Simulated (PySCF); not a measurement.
# SnO (SMILES [O]=[Sn]) at 6 levels

We compute a comparison of 6 runs (HF/STO-3G, B2PLYP/def2-TZVPPD, PBE0/def2-TZVPPD, SVWN5/def2-TZVPPD, r2SCAN/def2-TZVPPD, revPBE/def2-TZVPPD) of SnO. 

The results are computed with PySCF 2.14.0.

2 further runs of the same task are left out: 2 set aside as unsound or not needed.

## 1. The structure to begin with

SnO: 2 atoms, total charge 0, spin state singlet. As SMILES, `[O]=[Sn]`. The shape is that of a PBE0-D4/def2-TZVP optimisation.

Bond lengths: O1–Sn2 1.818 Å.

## 2. A single-point energy at HF/STO-3G (run 1)

calc.py reads:

```python
from pyscf import gto, scf

mol = gto.M(
    atom='''
O      0.000000     0.000000    -0.007080
Sn     0.000000     0.000000     1.810660
''',
    charge=0,
    max_memory=1860,
    verbose=3,
    basis='sto-3g',
)

mf = scf.RHF(mol)
mf.conv_tol = 1e-10
mf.kernel()
if not mf.converged:
    mf = mf.newton().run(mf.mo_coeff, mf.mo_occ)

e_final = mf.e_tot
print('E(%s) = %.9f' % ('HF', e_final))
```

Run with:

```bash
$ OMP_NUM_THREADS=1 python calc.py
```

The log of the run:

```text
converged SCF energy = -6037.04640013972
E(HF) = -6037.046400140
```

Wall time 0.58 s (1 thread of Arm Neoverse V2, shared host); peak memory 0.12 GiB.

## 3. The energy at B2PLYP/def2-TZVPPD (core potential) (run 2)

job.py reads:

```python
from pyscf import gto, dft, mp

mol = gto.Mole()
mol.atom = '''
O        0.000000       0.000000      -0.007080
Sn       0.000000       0.000000       1.810660
'''
mol.basis = 'def2-tzvppd'
mol.max_memory = 1860
mol.verbose = 4
mol.spin = 0
mol.ecp = {'Sn': 'def2-svp'}
mol.charge = 0
mol.build()

mf = dft.RKS(mol)
mf.xc = '0.53*HF + 0.47*B88, 0.73*LYP'
mf.conv_tol = 1e-10
mf.grids.level = 5
mf.kernel()
if not mf.converged:
    mf = mf.newton().run(mf.mo_coeff, mf.mo_occ)

pt = mp.MP2(mf, frozen=5).run()
e_final = mf.e_tot + 0.27 * pt.e_corr
print('PT2 part  %.8f' % (0.27 * pt.e_corr))
print('E(%s) = %.9f' % ('B2PLYP', e_final))
```

Run with:

```bash
$ OMP_NUM_THREADS=1 python job.py
```

The log of the run:

```text
PySCF version 2.14.0

[... 76 lines left out ...]
converged SCF energy = -289.120172961509
[... 1 line left out ...]
******** <class 'pyscf.mp.mp2.RMP2'> ********
nocc = 10, nmo = 91
frozen orbitals 5
E(RMP2) = -289.837476159694  E_corr = -0.717303198184476
E(SCS-RMP2) = -289.784819977591  E_corr = -0.664647016081332
E_corr(same-spin) = -0.226288640469276
E_corr(oppo-spin) = -0.4910145577152
PT2 part  -0.19367186
E(B2PLYP) = -289.313844825
```

It took 7.8 s on 1 thread of Arm Neoverse V2, shared host; peak memory 0.45 GiB.

Runs 3 to 5 aren't shown in full; the table further down has their settings and results.

## 4. The energy at revPBE/def2-TZVPPD (core potential) (run 6)

run.py reads:

```python
# tin(ii) oxide
from pyscf import gto, dft

mol = gto.M(
    atom='''
O        0.000000       0.000000      -0.007080
Sn       0.000000       0.000000       1.810660
''',
    verbose=3,
    basis='def2-tzvppd',
    charge=0,
    ecp={'Sn': 'def2-svp'},
    spin=0,
    max_memory=1860,
)

myscf = dft.RKS(mol, xc='revpbe')
myscf.conv_tol = 1e-10
myscf.grids.level = 5
myscf.kernel()
if not myscf.converged:
    myscf = myscf.newton().run(myscf.mo_coeff, myscf.mo_occ)

e_final = myscf.e_tot
print('E(%s) = %.9f' % ('REVPBE', e_final))
```

Run with:

```bash
$ OMP_NUM_THREADS=1 python run.py
```

The log of the run:

```text
converged SCF energy = -289.589492853769
E(REVPBE) = -289.589492854
```

Run time: 6.9 s. Hardware: 1 thread of Arm Neoverse V2, shared host; peak memory 0.45 GiB.

## 5. The series

| run | level | core potential | frozen core orbitals | energy (Eh) | dipole moment (D) | HOMO energy (eV) | LUMO energy (eV) | wall time |
| --- | --- | --- | --- | --- | --- | --- | --- | --- |
| 1 | HF/STO-3G | – | – | -6037.046400 | 1.85 | -5.95 | 5.84 | 0.58 s |
| 2 | B2PLYP/def2-TZVPPD (core potential) | def2-svp | 5 | -289.313845 | 4.82 | -8.78 | -1.42 | 7.8 s |
| 3 | PBE0/def2-TZVPPD (core potential) | def2-svp | – | -289.475047 | 4.36 | -7.71 | -2.33 | 7.5 s |
| 4 | SVWN5/def2-TZVPPD (core potential) | def2-svp | – | -288.703901 | 3.96 | -6.72 | -3.25 | 4.8 s |
| 5 | r2SCAN/def2-TZVPPD (core potential) | def2-svp | – | -289.598522 | 4.05 | -6.75 | -2.90 | 14 s |
| 6 | revPBE/def2-TZVPPD (core potential) | def2-svp | – | -289.589493 | 3.92 | -6.42 | -2.93 | 6.9 s |

## 6. What came out

```
            quantity          value
 run 6: total energy  -289.58949 Eh
run 6: dipole moment         3.92 D
  run 6: HOMO energy       -6.42 eV
  run 6: LUMO energy       -2.93 eV
run 6: HOMO–LUMO gap        3.48 eV
```

The dipole moment (its size) runs from 1.85 D (HF/STO-3G) to 4.82 D (B2PLYP/def2-TZVPPD). The two ends differ in method and basis and core potential. A double hybrid's value is that of its SCF part. The HOMO–LUMO gap runs from 3.48 eV (SVWN5/def2-TZVPPD) to 11.79 eV (HF/STO-3G). Totals of different functionals can't be ranked against each other. Some runs of one species differ in core potentials or relativity; totals across that change don't compare. In run 1 the basis is minimal, so the values are rough. In run 1 relativity is left out where basis or elements ask for it. All runs together took 42 s, the longest 14 s.
